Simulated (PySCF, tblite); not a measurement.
**C₄H₁₁BS: geometry, infrared bands and NMR shifts**

Aim: predict the infrared bands and NMR shifts of C₄H₁₁BS (`CSCB(C)C`).

Computed with tblite 0.8.0 and PySCF 2.14.0, with density-fitted response routines of our own, on a single molecule in the gas phase. Atoms count from 0, in the outputs and in this text.

### Step 1. The starting structure

17 atoms, charge 0, multiplicity 1; geometry from: force field or distance geometry start.

Bonds of the start (Å): C0–S1 1.81, S1–C2 1.80, C2–B3 1.60, B3–C4 1.60, B3–C5 1.57, C0–H6 1.10, C0–H7 1.13, C0–H8 1.12, C2–H9 1.12, C2–H10 1.11, C4–H11 1.10, C4–H12 1.10, C4–H13 1.10, C5–H14 1.11, C5–H15 1.11, C5–H16 1.12.

### Step 2. Relaxing the molecule with GFN2-xTB

The job: settings as JSON, then the geometry in Å.

```
{"job": {"kind": "relax", "xc": "GFN2-xTB", "basis": "xTB"}, "charge": 0, "multiplicity": 1}
C      3.128700     0.121700     0.592400
S      1.473600    -0.208000     1.250800
C      0.346900    -0.872100     0.020900
B     -1.028800    -0.069100     0.167600
C     -2.397600    -0.856300    -0.064700
C     -1.128000     1.451100     0.540400
H      3.668000    -0.829100     0.435900
H      3.642100     0.783900     1.344900
H      3.098300     0.714800    -0.351600
H      0.074200    -1.944000     0.200800
H      0.676000    -0.691300    -1.024600
H     -2.291400    -1.877700     0.341300
H     -2.548500    -0.841000    -1.157500
H     -3.231500    -0.286700     0.379400
H     -0.191300     2.013300     0.353500
H     -1.988800     1.855000    -0.035500
H     -1.308800     1.547400     1.645600
```

On the command line:

```bash
> OMP_NUM_THREADS=1 python probes_run.py task.json out
```

This one command runs all jobs of the session in turn.

**Question.** This job is followed by: GFN2-xTB harmonic vibrations, gas phase; GIAO PBE0/pcSseg-1 NMR shielding, non-relativistic, gas phase. Predict these results of the whole session: strongest single infrared mode (GFN2-xTB); zero-point energy (GFN2-xTB); ¹³C shifts against TMS (PBE0/pcSseg-1, means over atoms taken as alike); ¹H shifts against TMS (PBE0/pcSseg-1, means over atoms taken as alike); ³³S shifts against CS2 (PBE0/pcSseg-1); ¹¹B shifts against BF3·OEt2 (PBE0/pcSseg-1).

As calculated:

| quantity | value |
| --- | --- |
| strongest single infrared mode (GFN2-xTB) | 1172 cm⁻¹, 191 km/mol |
| zero-point energy (GFN2-xTB) | 88.2 kcal/mol |
| ¹³C shifts against TMS (PBE0/pcSseg-1, means over atoms taken as alike) | 42.1, 25.1, 15.6 ppm |
| ¹H shifts against TMS (PBE0/pcSseg-1, means over atoms taken as alike) | 2.35, 2.06, 1.03 ppm |
| ³³S shifts against CS2 (PBE0/pcSseg-1) | -70 ppm |
| ¹¹B shifts against BF3·OEt2 (PBE0/pcSseg-1) | 87.9 ppm |

Over 107 steps the energy fell by 0.586 eV; of the close pairs, C0–H7 changed most, 1.126 to 1.085 Å. The lowest mode is imaginary (53i cm⁻¹), so the xTB geometry is not a minimum. The strongest single mode, at 1172 cm⁻¹, moves mainly B3. Unscaled tight-binding wavenumbers are off by several per cent, some by more. Its intensities can rank the bands wrongly. At PBE0/pcSseg-1: The largest span, 348 ppm, is at S1, where the paramagnetic term is -485 ppm.
